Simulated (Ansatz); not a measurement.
# NaHg2: response to biaxial strain in the a-b plane

How does NaHg2 answer biaxial strain in the a-b plane between -4.5 and +4.5 %? At each strain the length and tilt of c and the atoms relax, within the symmetry that is left.

Method: DFT r2SCAN, scalar-relativistic, plane waves, PAW, in Ansatz 0.2.0.

2 further runs of the same task are left out: 2 set aside as unsound or not needed.

**1. The system as given**

Symmetry: P6/mmm, No. 191, hexagonal system. The conventional cell has a = 5.092 Å, b = 5.092 Å, c = 3.238 Å, α = 90.00°, β = 90.00°, γ = 120.00°. Around Na (site symmetry 6/mmm) lie 2 Na at 3.24 Å and 12 Hg at 3.36 Å. Hg (site symmetry -6m2) is surrounded by 5 Hg at 2.94 to 3.24 Å and 6 Na at 3.36 Å.

As a file:

```xyz
3
Lattice="5.0920 0.0000 0.0000 -2.5460 4.4098 0.0000 0.0000 0.0000 3.2380" Properties=species:S:1:pos:R:3 pbc="T T T"
Na    0.0000    0.0000    0.0000
Hg    0.0000    2.9399    1.6190
Hg    2.5460    1.4699    1.6190
```

It is the result of an earlier relaxation at this level (volume 24.24 Å³/atom; gap on the mesh: none (metal)).

**2. The unstrained reference**

The input, input.yaml:

```yaml
crystal:
  lattice:
    - [5.0919715837, 0.0, 0.0]
    - [-2.5459857919, 4.4097767469, 0.0]
    - [0.0, 0.0, 3.2379985993]
  atoms:
    - { symbol: Na, position: [0.0, 0.0, 0.0] }
    - { symbol: Hg, position: [0.3333333333, 0.6666666667, 0.5] }
    - { symbol: Hg, position: [0.6666666667, 0.3333333333, 0.5] }
basis:
  ecutwfc: 500
kpoints:
  mp_grid: { grid: [12, 12, 16] }
hamiltonian:
  xc: r2scan
scf:
  occupations: { method: gaussian, width: 0.1 }
output:
  forces: true
  stress: true
  eigenvalues: true
```

Command:

```bash
$ ansatz run input.yaml --threads 1 --pin off --max-ram 2560MiB --backend cpu --events-out ev --progress --plain --runs-dir out
```

Further runs follow: the cell strained by -1.5 %; strain +1.5 %; At -3.0 %; strain +3.0 %; At -4.5 %; the cell strained by +4.5 %.

What does the calculation give? Wanted: (1/V) d²E/dε² at zero strain, cubic fit; strain of the free axis c per applied strain.

The runs gave:

| quantity | value |
| --- | --- |
| largest energy cost | 25.3 meV/atom at -4.5 % |
| (1/V) d²E/dε² at zero strain, cubic fit | 153 GPa |
| strain of the free axis c per applied strain | -0.77 |

The curvature of the energy, 153 GPa, is twice the biaxial modulus. Compression by 4.5 % costs 25.3 meV/atom and stretching 21.3. On this cell's mesh the unstrained reference holds a stress of up to 0.16 GPa. The free axis c moves against the applied strain (factor -0.77). Spin-orbit coupling is left out for Hg.
